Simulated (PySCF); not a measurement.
**In(CH2SiH3)3: geometry, NMR shifts and electronic excitations**

Aim: predict the NMR shifts and electronic excitations of In(CH2SiH3)3 (`[SiH3][CH2][In]([CH2][SiH3])[CH2][SiH3]`).

Computed with PySCF 2.14.0, with density-fitted response routines of our own, on a single molecule in the gas phase. Atoms count from 0, in the outputs and in this text.

## Step 1: The starting structure

22 atoms, charge 0, multiplicity 1; geometry from: GFN2-xTB. The atoms were then displaced at random by about 0.03 Å, so the start is not that level's minimum.

Bonds of the start (Å): In0–C1 2.19, In0–C8 2.37, In0–C15 2.20, C1–Si2 1.89, C1–H3 1.14, C1–H4 1.09, Si2–H5 1.43, Si2–H6 1.44, Si2–H7 1.58, C8–Si9 1.85, C8–H10 1.08, C8–H11 1.10, Si9–H12 1.47, Si9–H13 1.44, Si9–H14 1.45, C15–Si16 1.91, C15–H17 1.09, C15–H18 1.08, Si16–H19 1.50, Si16–H20 1.44, Si16–H21 1.55.

## Step 2: Optimising the geometry at PBE0-D3(BJ)/def2-SVP

The job: settings as JSON, then the geometry in Å.

```
{"job": {"xc": "PBE0", "basis": "def2-SVP", "d3": "d3bj", "grid": 1, "maxiter": 40, "shake": 0.03, "kind": "geom"}, "charge": 0, "multiplicity": 1}
In     0.090320    -0.198390     0.345100
C      2.274770    -0.138520     0.359940
Si     2.908300     0.412810    -1.332440
H      2.710860     0.557240     1.151360
H      2.607320    -1.155380     0.590780
H      2.470400    -0.475470    -2.367930
H      2.541060     1.782140    -1.609140
H      4.487090     0.425010    -1.333570
C     -1.100640     1.848040     0.277990
Si    -1.502340     2.467350     1.976160
H     -0.499520     2.527010    -0.308250
H     -1.986040     1.651150    -0.336130
H     -2.392770     1.511920     2.644910
H     -0.294200     2.707990     2.717580
H     -2.255610     3.708450     1.895220
C     -1.127590    -2.025190     0.411850
Si    -1.517480    -2.594980    -1.372030
H     -0.548070    -2.788130     0.936030
H     -2.041400    -1.912880     0.973050
H     -2.423180    -1.585780    -2.022660
H     -0.324520    -2.807730    -2.159140
H     -2.240790    -3.961710    -1.395710
```

Command:

```console
> OMP_NUM_THREADS=1 python probes_run.py task.json out
```

One launch serves the whole session: the jobs run in the order shown.

The log of the run:

```text
step   0  E = -1181.04276669  max force = 0.042756
step   1  E = -1181.06233801  max force = 0.005598
step   2  E = -1181.06366419  max force = 0.005649
step   3  E = -1181.06405572  max force = 0.001650
step   4  E = -1181.06412485  max force = 0.000523
step   5  E = -1181.06415968  max force = 0.000495
step   6  E = -1181.06417766  max force = 0.000366
step   7  E = -1181.06418976  max force = 0.000254
optimisation converged
```

It took 8.3 min on 1 thread of Intel Xeon at 2.50GHz, shared host; peak memory 1.1 GiB.

Relaxation path:

| step | energy from step 0 (eV) | largest force component (eV/Å) |
| --- | --- | --- |
| 0 | 0.0000 | 2.1986 |
| 1 | -0.5326 | 0.2879 |
| 2 | -0.5686 | 0.2905 |
| 3 | -0.5793 | 0.0848 |
| 4 | -0.5812 | 0.0269 |
| 5 | -0.5821 | 0.0255 |
| 6 | -0.5826 | 0.0188 |
| 7 | -0.5830 | 0.0131 |

Distances of close pairs at the start and the end, largest changes first:

| bond | before (Å) | after (Å) | change (Å) |
| --- | --- | --- | --- |
| In0–C8 | 2.369 | 2.174 | -0.195 |
| Si2–H7 | 1.579 | 1.498 | -0.080 |
| Si2–H5 | 1.433 | 1.499 | +0.066 |
| Si9–H13 | 1.438 | 1.499 | +0.062 |
| Si2–H6 | 1.444 | 1.499 | +0.054 |
| Si16–H20 | 1.445 | 1.499 | +0.054 |
| Si16–H21 | 1.547 | 1.498 | -0.048 |
| Si9–H14 | 1.454 | 1.498 | +0.044 |

The final coordinates are the input of the step that follows.

| at the end point | value |
| --- | --- |
| point group (found at 0.08 Å tolerance) | C1 |
| rotational constants (GHz, main isotopes) | 0.800, 0.676, 0.410 |
| dipole moment (D) | 1.01 |

## Step 3: Nuclear shieldings: PBE0/def2-TZVP+pcSseg-1

The job: settings as JSON, then the geometry in Å.

```
{"job": {"kind": "nmr", "xc": "PBE0", "basis": {"default": "pcSseg-1", "In": "def2-TZVP"}}, "charge": 0, "multiplicity": 1}
In     0.004518    -0.134624     0.340722
C      2.179021    -0.121529     0.361157
Si     2.903036     0.406624    -1.279789
H      2.497060     0.591190     1.140981
H      2.542873    -1.123472     0.638816
H      2.466609    -0.522375    -2.372291
H      2.418716     1.778881    -1.639027
H      4.401183     0.438013    -1.283087
C     -1.056789     1.760374     0.254617
Si    -1.461012     2.464256     1.938242
H     -0.425140     2.475355    -0.298273
H     -1.988619     1.608446    -0.314778
H     -2.322667     1.513850     2.714065
H     -0.206920     2.674873     2.732546
H     -2.180508     3.776985     1.870940
C     -1.095738    -2.008574     0.362281
Si    -1.495833    -2.630171    -1.355909
H     -0.495213    -2.759943     0.900408
H     -2.032721    -1.847540     0.920773
H     -2.343661    -1.631681    -2.084204
H     -0.240811    -2.818425    -2.152928
H     -2.231412    -3.935564    -1.352293
```

With the program's defaults for keys left out, this is: GIAO PBE0/pcSseg-1 In:def2-TZVP NMR shielding, scalar relativity only through core potentials, gas phase.

The log of the run:

```text
coarse grid: 79944 points
cycle   1  E = -1180.0854165697  dE = -3.169e+01  |g| = 2.321e+00  |ddm| = 4.560e+01
cycle   2  E = -1141.8091980223  dE =  3.828e+01  |g| = 9.715e+00  |ddm| = 3.170e+01
cycle   3  E = -1181.3322582466  dE = -3.952e+01  |g| = 3.479e-01  |ddm| = 3.073e+01
cycle   4  E = -1181.3300318369  dE =  2.226e-03  |g| = 3.988e-01  |ddm| = 1.052e+00
cycle   5  E = -1181.3677071392  dE = -3.768e-02  |g| = 4.257e-02  |ddm| = 4.242e-01
cycle   6  E = -1181.3682879801  dE = -5.808e-04  |g| = 1.170e-02  |ddm| = 7.452e-02
cycle   7  E = -1181.3683242922  dE = -3.631e-05  |g| = 4.184e-03  |ddm| = 2.063e-02
cycle   8  E = -1181.3683277711  dE = -3.479e-06  |g| = 1.964e-03  |ddm| = 5.552e-03
final grid: 164032 points
cycle   9  E = -1181.3683634521  dE =  1.345e-06  |g| = 3.066e-03  |ddm| = 6.287e-03
cycle  10  E = -1181.3683595332  dE =  3.919e-06  |g| = 4.886e-03  |ddm| = 8.107e-03
cycle  11  E = -1181.3683660303  dE = -6.497e-06  |g| = 1.386e-04  |ddm| = 4.869e-03
cycle  12  E = -1181.3683660358  dE = -5.504e-09  |g| = 2.071e-05  |ddm| = 2.592e-04
cycle  13  E = -1181.3683660359  dE = -8.413e-11  |g| = 4.201e-06  |ddm| = 3.512e-05
converged SCF energy = -1181.3683660359

GIAO shielding tensors (ppm)
atom      isotropic    diamagn.    paramagn.     s11        s22        s33       span
  0 In         nan         nan         nan        nan        nan        nan        nan
  1 C      189.451     257.508     -68.057    172.400    190.400    205.554     33.154
  2 Si     423.893     879.613    -455.720    392.545    403.899    475.236     82.690
  3 H       31.220      32.142      -0.922     25.469     28.953     39.238     13.769
  4 H       31.001      32.048      -1.047     25.081     29.052     38.869     13.788
  5 H       27.237      29.882      -2.645     22.935     26.541     32.234      9.299
  6 H       27.174      29.976      -2.803     22.875     26.724     31.921      9.045
  7 H       26.937      27.579      -0.641     23.254     24.017     33.542     10.289
  8 C      190.670     258.049     -67.379    174.766    190.436    206.808     32.042
  9 Si     424.794     878.885    -454.091    394.447    403.123    476.812     82.364
 10 H       30.944      33.241      -2.297     24.637     29.551     38.646     14.009
 11 H       31.086      32.954      -1.868     24.981     29.334     38.944     13.963
 12 H       27.268      28.952      -1.684     23.060     26.307     32.436      9.376
 13 H       27.280      29.027      -1.747     23.061     26.391     32.388      9.328
 14 H       26.952      27.004      -0.051     23.293     24.045     33.519     10.227
 15 C      188.653     257.623     -68.970    172.816    186.915    206.227     33.411
 16 Si     424.970     879.488    -454.517    394.982    404.093    475.835     80.853
 17 H       31.112      31.886      -0.774     25.337     28.844     39.154     13.817
 18 H       30.988      32.131      -1.144     24.975     29.182     38.805     13.830
 19 H       27.233      29.786      -2.553     23.159     26.335     32.204      9.046
 20 H       27.189      29.764      -2.575     22.774     26.730     32.063      9.289
 21 H       26.947      27.423      -0.476     23.258     24.047     33.537     10.279
```

Run time: 3.2 min. Hardware: 1 thread of Intel Xeon at 2.50GHz, shared host; peak memory 1.5 GiB.

The references, computed at this level on geometries of the same kind, shield at (ppm): 1H TMS 31.27, 13C TMS 184.4, 29Si TMS 352.0. Their shielding less the atom's gives the shift. The references are single molecules in the gas phase. Atoms listed in one row are averaged.

| atoms | environment | σ (ppm) | δ (ppm) |
| --- | --- | --- | --- |
| C1, C8, C15 | carbon bonded to In, Si, 2 H | 189.6 | -5.2 |
| H5, H6, H7, H12, H13 and 4 more | hydrogen on a silicon bonded to C | 27.14 | 4.13 |
| H3, H4, H10, H11, H17, H18 | hydrogen on a carbon bonded to In, Si | 31.06 | 0.21 |
| Si2, Si9, Si16 | silicon bonded to C, 3 H | 424.6 | -72.6 |

Atoms past Kr carry core potentials, so their printed shieldings have no meaning and are left out of the table.

The run also stored atomic charges by several schemes (e):

| atoms | Mulliken | ESP fit |
| --- | --- | --- |
| In0 | 0.75 | 0.69 |
| C1, C8, C15 | -0.83 | -0.55 |
| Si2, Si9, Si16 | 0.46 | 0.47 |

Mayer bond orders: In0–C1 0.92, In0–C8 0.91, In0–C15 0.92, C1–Si2 0.93, C8–Si9 0.93, C15–Si16 0.93.

With diffuse functions Mulliken charges and Mayer bond orders lose their meaning; the other schemes are steadier.

The fields below are evaluated on a grid from the run's orbitals.

Frontier orbitals at PBE0/def2-TZVP+pcSseg-1, with the share of their density that lies nearest to each atom:

| orbital | energy (eV) | lies on |
| --- | --- | --- |
| HOMO | -7.37 | C1 29 %; C15 19 %; In0 15 % |
| LUMO | -1.44 | In0 48 % |

ELF in a plane through or near 5 of the atoms.

Ten even steps from '0' (0.00) to '9' (1.00):
```
0000000000000000000000000000
0000000000000000000000000000
0000000000244000000000000000
0000000002899400000000000000
0000000000454100000000000000
0000000000013212100000000000
0000000000147689810000000000
0000000000264668400011000000
0000000000037873000799820000
0000000000012231101999950000
0000000000242342102799610000
0000000003668421003542100000
0000000115546620019998100000
0000036412489970039999100000
0000059720159960007995000000
0000005510001000000000000000
0000000000000000000000000000
0000000000000000000000000000
0000000000000000000000000000
0000000000000000000000000000
```
The map spans 14.3 Å across and 14.1 Å up, centred on the molecule. Atoms in the plane (x, y in Å): C1 (-0.3, 2.0), H12 (3.1, -2.1), H13 (3.7, 0.2), C15 (-1.3, -1.7), H18 (-0.7, -2.6).

On the surface of density 0.002 e/bohr³ the electrostatic potential runs, from the 1st to the 99th percentile, from -0.12 to 2.37 V.

## Step 4: Ultraviolet spectrum: CAM-B3LYP/def2-SVPD

Settings changed since step 3:

```diff
@@ -1,2 +1,2 @@
-{"job": {"kind": "nmr", "xc": "PBE0", "basis": {"default": "pcSseg-1", "In": "def2-TZVP"}}, "charge": 0, "multiplicity": 1}
+{"job": {"kind": "uv", "xc": "CAM-B3LYP", "basis": "def2-SVPD", "ip": false, "nstates": 10}, "charge": 0, "multiplicity": 1}
 In     0.004518    -0.134624     0.340722
```

Method: TDDFT CAM-B3LYP/def2-SVPD, vertical, gas phase, core orbitals frozen in the response.

The log of the run:

```text
coarse grid: 79944 points
cycle   1  E = -1180.0688216352  dE = -2.061e+01  |g| = 2.318e+00  |ddm| = 1.633e+01
cycle   2  E = -1154.7661265112  dE =  2.530e+01  |g| = 9.947e+00  |ddm| = 2.002e+02
cycle   3  E = -1181.4568056900  dE = -2.669e+01  |g| = 2.829e-01  |ddm| = 2.008e+02
cycle   4  E = -1181.4784487635  dE = -2.164e-02  |g| = 1.571e-01  |ddm| = 8.439e-01
cycle   5  E = -1181.4836609571  dE = -5.212e-03  |g| = 3.908e-02  |ddm| = 2.849e-01
cycle   6  E = -1181.4841324153  dE = -4.715e-04  |g| = 1.417e-02  |ddm| = 7.677e-02
cycle   7  E = -1181.4841990891  dE = -6.667e-05  |g| = 2.340e-03  |ddm| = 2.739e-02
cycle   8  E = -1181.4842023206  dE = -3.232e-06  |g| = 4.744e-04  |ddm| = 7.322e-03
final grid: 164032 points
cycle   9  E = -1181.4842195641  dE = -3.141e-07  |g| = 3.187e-04  |ddm| = 5.326e-03
cycle  10  E = -1181.4842195983  dE = -3.416e-08  |g| = 3.212e-04  |ddm| = 1.130e-03
cycle  11  E = -1181.4842196292  dE = -3.094e-08  |g| = 5.515e-05  |ddm| = 4.181e-04
cycle  12  E = -1181.4842196329  dE = -3.655e-09  |g| = 2.498e-05  |ddm| = 2.410e-04
cycle  13  E = -1181.4842196334  dE = -4.984e-10  |g| = 4.066e-06  |ddm| = 9.078e-05
converged SCF energy = -1181.4842196334

Static polarisability (au): isotropic 158.728, principal 131.156 169.658 175.371

Singlet excitations
state   eV       nm        f      main configurations
  1   4.8082    257.9   0.01463   H->L 0.78, H-1->L 0.19
  2   4.8241    257.0   0.00723   H-1->L 0.78, H->L 0.19
  3   6.1133    202.8   0.19587   H->L+1 0.91
  4   6.1430    201.8   0.19976   H-1->L+1 0.90
  5   7.0801    175.1   0.00271   H-2->L 0.54, H->L+2 0.16
  6   7.0955    174.7   0.00551   H-3->L 0.49, H-1->L+2 0.18
  7   7.1602    173.2   0.00337   H->L+3 0.43, H-1->L+4 0.25
  8   7.2056    172.1   0.03695   H->L+2 0.39, H-2->L 0.28, H->L+4 0.12
  9   7.2256    171.6   0.04380   H-1->L+2 0.36, H-3->L 0.29, H-1->L+4 0.17
 10   7.3023    169.8   0.00851   H-6->L 0.44, H-4->L 0.41

Triplet excitations (Tamm-Dancoff, eV): 4.5509 4.5641 5.4003 5.4280
```

Run time: 5.4 min. Hardware: 1 thread of Intel Xeon at 2.50GHz, shared host; peak memory 1.8 GiB.

Frontier orbitals and where they lie:

| orbital | eV | atoms |
| --- | --- | --- |
| HOMO−3 | -10.63 | C8 31 %, Si9 27 %, H12 10 % |
| HOMO−2 | -10.59 | Si2 17 %, C1 17 %, C15 15 % |
| HOMO−1 | -8.64 | C8 33 %, In0 17 %, C15 13 % |
| HOMO | -8.61 | C1 28 %, C15 22 %, In0 16 % |
| LUMO | -0.58 | In0 46 %, C8 8 %, C15 8 % |
| LUMO+1 | 0.12 | In0 40 %, Si16 7 %, Si9 6 % |
| LUMO+2 | 1.20 | In0 26 %, Si16 11 %, Si9 10 % |

With each of the 10 states as a Gaussian band of 0.4 eV half-width at 1/e, the curve within the window shown has maxima at 257 nm (ε 880), 202 nm (ε 16,000), 172 nm (ε 4,000) L/(mol cm). Beyond the last state computed it falls off for lack of states. The curve at chosen wavelengths:

nm, ε (L/mol/cm) and a bar:
```
      163       1591 ###
      168       3422 ######
      173       3994 ########
      179       2737 #####
      184       2623 #####
      189       5386 ##########
      194      10571 ####################
      200      15548 ##############################
      205      15328 ##############################
      210      11611 ######################
      215       7010 #############
      221       2975 ######
      226       1256 ##
      231        557 #
      236        400 #
      242        518 #
      247        689 #
      252        828 #
      257        885 ##
      263        830 #
      268        708 #
      273        555 #
      278        403 #
      284        251 
      289        159 
      294         95
```

Leading natural transition orbitals of singlet state 4: the hole lies on C8 34 %; In0 15 %; C15 12 %; the particle on In0 13 %; H10, H11 about 8 % each; 4 H atoms about 6 % each.

Leading natural transition orbitals of singlet state 1: the hole lies on C1 35 %; In0 17 %; C8 11 %; the particle on In0 53 %.

Further results of this job:

| property | computed |
| --- | --- |
| dipole moment (D) | 0.97 |
| polarisability (Å³) | 23.52 |
| HOMO–LUMO gap (eV) | 8.02 |
| −ε(HOMO) (eV) | 8.61 |

## Step 5: NMR shieldings: B3LYP/def2-TZVP+pcSseg-1

Settings changed since step 4:

```diff
@@ -1,2 +1,2 @@
-{"job": {"kind": "uv", "xc": "CAM-B3LYP", "basis": "def2-SVPD", "ip": false, "nstates": 10}, "charge": 0, "multiplicity": 1}
+{"job": {"kind": "nmr", "xc": "B3LYP", "basis": {"default": "pcSseg-1", "In": "def2-TZVP"}, "pop": false}, "charge": 0, "multiplicity": 1}
 In     0.004518    -0.134624     0.340722
```

Method: GIAO B3LYP/pcSseg-1 In:def2-TZVP NMR shielding, scalar relativity only through core potentials, gas phase.

The log of the run:

```text
coarse grid: 79944 points
cycle   1  E = -1180.6833568839  dE = -3.157e+01  |g| = 2.385e+00  |ddm| = 4.544e+01
cycle   2  E = -1138.7972831346  dE =  4.189e+01  |g| = 8.964e+00  |ddm| = 3.415e+01
cycle   3  E = -1181.9140836068  dE = -4.312e+01  |g| = 6.859e-01  |ddm| = 3.333e+01
cycle   4  E = -1181.9283765483  dE = -1.429e-02  |g| = 6.739e-01  |ddm| = 2.101e+00
cycle   5  E = -1182.0394953744  dE = -1.111e-01  |g| = 7.390e-02  |ddm| = 7.226e-01
cycle   6  E = -1182.0408716622  dE = -1.376e-03  |g| = 1.994e-02  |ddm| = 1.138e-01
cycle   7  E = -1182.0409635230  dE = -9.186e-05  |g| = 9.373e-03  |ddm| = 2.823e-02
cycle   8  E = -1182.0409830895  dE = -1.957e-05  |g| = 3.843e-03  |ddm| = 1.237e-02
cycle   9  E = -1182.0409869829  dE = -3.893e-06  |g| = 6.858e-04  |ddm| = 5.189e-03
final grid: 164032 points
cycle  10  E = -1182.0410395500  dE = -7.368e-08  |g| = 8.890e-04  |ddm| = 4.253e-03
cycle  11  E = -1182.0410393206  dE =  2.294e-07  |g| = 1.298e-03  |ddm| = 2.811e-03
cycle  12  E = -1182.0410397318  dE = -4.112e-07  |g| = 1.503e-04  |ddm| = 1.590e-03
cycle  13  E = -1182.0410397375  dE = -5.733e-09  |g| = 1.371e-05  |ddm| = 1.910e-04
cycle  14  E = -1182.0410397376  dE = -2.774e-11  |g| = 6.058e-06  |ddm| = 2.076e-05
converged SCF energy = -1182.0410397376

GIAO shielding tensors (ppm)
atom      isotropic    diamagn.    paramagn.     s11        s22        s33       span
  0 In         nan         nan         nan        nan        nan        nan        nan
  1 C      181.485     256.842     -75.357    161.951    183.451    199.051     37.100
  2 Si     411.545     879.612    -468.067    379.571    390.992    464.072     84.500
  3 H       31.271      32.236      -0.965     25.856     29.182     38.775     12.919
  4 H       31.046      32.120      -1.074     25.455     29.291     38.393     12.938
  5 H       27.436      30.352      -2.917     23.246     26.759     32.302      9.056
  6 H       27.368      30.444      -3.076     23.179     26.946     31.979      8.799
  7 H       27.120      27.706      -0.586     23.532     24.264     33.563     10.030
  8 C      182.778     257.431     -74.652    163.956    184.053    200.326     36.370
  9 Si     412.492     878.860    -466.368    381.846    389.938    465.692     83.846
 10 H       30.991      33.449      -2.458     25.008     29.785     38.179     13.171
 11 H       31.135      33.130      -1.995     25.361     29.569     38.477     13.116
 12 H       27.460      29.339      -1.879     23.357     26.534     32.489      9.132
 13 H       27.470      29.434      -1.963     23.356     26.614     32.442      9.086
 14 H       27.135      27.163      -0.028     23.576     24.289     33.541      9.965
 15 C      180.588     256.957     -76.368    161.855    180.150    199.760     37.905
 16 Si     412.650     879.486    -466.836    382.369    390.910    464.672     82.302
 17 H       31.158      31.948      -0.790     25.710     29.082     38.682     12.971
 18 H       31.030      32.220      -1.190     25.352     29.405     38.333     12.981
 19 H       27.430      30.260      -2.831     23.458     26.569     32.262      8.804
 20 H       27.385      30.228      -2.844     23.083     26.944     32.127      9.044
 21 H       27.131      27.541      -0.410     23.545     24.291     33.557     10.012
```

Wall time 2.5 min (1 thread of Intel Xeon at 2.50GHz, shared host); peak memory 1.4 GiB.

This run: δ C1 -2.4, Si2 -74.4, H5 4.06, H3 0.28 ppm (means over like atoms).

## Step 6: Comparing the runs: NMR shifts

Shifts (ppm), means over like atoms, with basis size and wall time:

| run | C1 | H5 | H3 | Si2 | functions | time |
| --- | --- | --- | --- | --- | --- | --- |
| PBE0/def2-TZVP+pcSseg-1 | -5.2 | 4.13 | 0.21 | -72.6 | 248 | 3.2 min |
| B3LYP/def2-TZVP+pcSseg-1 | -2.4 | 4.06 | 0.28 | -74.4 | 248 | 2.5 min |

## Step 7: Summary of results

```
                                                                          quantity                        value
                                                                       point group                           C1
                                              rotational constants (main isotopes)         0.80, 0.68, 0.41 GHz
 13C shifts against TMS (PBE0/def2-TZVP+pcSseg-1, means over atoms taken as alike)                     -5.2 ppm
  1H shifts against TMS (PBE0/def2-TZVP+pcSseg-1, means over atoms taken as alike)               4.13, 0.21 ppm
29Si shifts against TMS (PBE0/def2-TZVP+pcSseg-1, means over atoms taken as alike)                    -72.6 ppm
                                             surface potential, 1st and 99th percentile           -0.12 V and 2.37 V
                                              lowest singlet (CAM-B3LYP/def2-SVPD)  4.81 eV (258 nm), f = 0.015
                                          brightest single state of those computed  state 4, 6.14 eV, f = 0.200
                                                                    lowest triplet                      4.55 eV
                                                          range of the shift of C1             -5.2 to -2.4 ppm
```

In words: The start was shaken at random, so part of the energy gained undoes that. Relaxing lowered the energy by 0.583 eV in 7 steps; the close pair that moved most is In0–C8, from 2.369 to 2.174 Å. At PBE0/def2-TZVP+pcSseg-1: The largest span, 82 ppm, is at Si2, Si9, Si16, where the paramagnetic term is -455 ppm. At PBE0/def2-TZVP+pcSseg-1, counted by nearest atom on the grid, the HOMO lies on C1 29 %; C15 19 %, the LUMO on In0 48 %. The first singlet state (HOMO→LUMO 0.78, HOMO−1→LUMO 0.19) lies at 4.81 eV and is weak; of the 10 states computed, the strongest absorption comes from states 3 to 4 together at 6.14 eV. The lowest triplet lies 0.26 eV below the lowest singlet (triplets in Tamm-Dancoff, singlets in full TDDFT). Spin-orbit coupling, left out, mixes singlets and triplets in elements this heavy. In ppm, C1 (with its like atoms) moves most: its shift spreads over 2.8 ppm, from -5.2 (PBE0/def2-TZVP+pcSseg-1) to -2.4 (B3LYP/def2-TZVP+pcSseg-1). Spin-orbit coupling is left out, which matters for shieldings and couplings at and beside the heavy atoms.
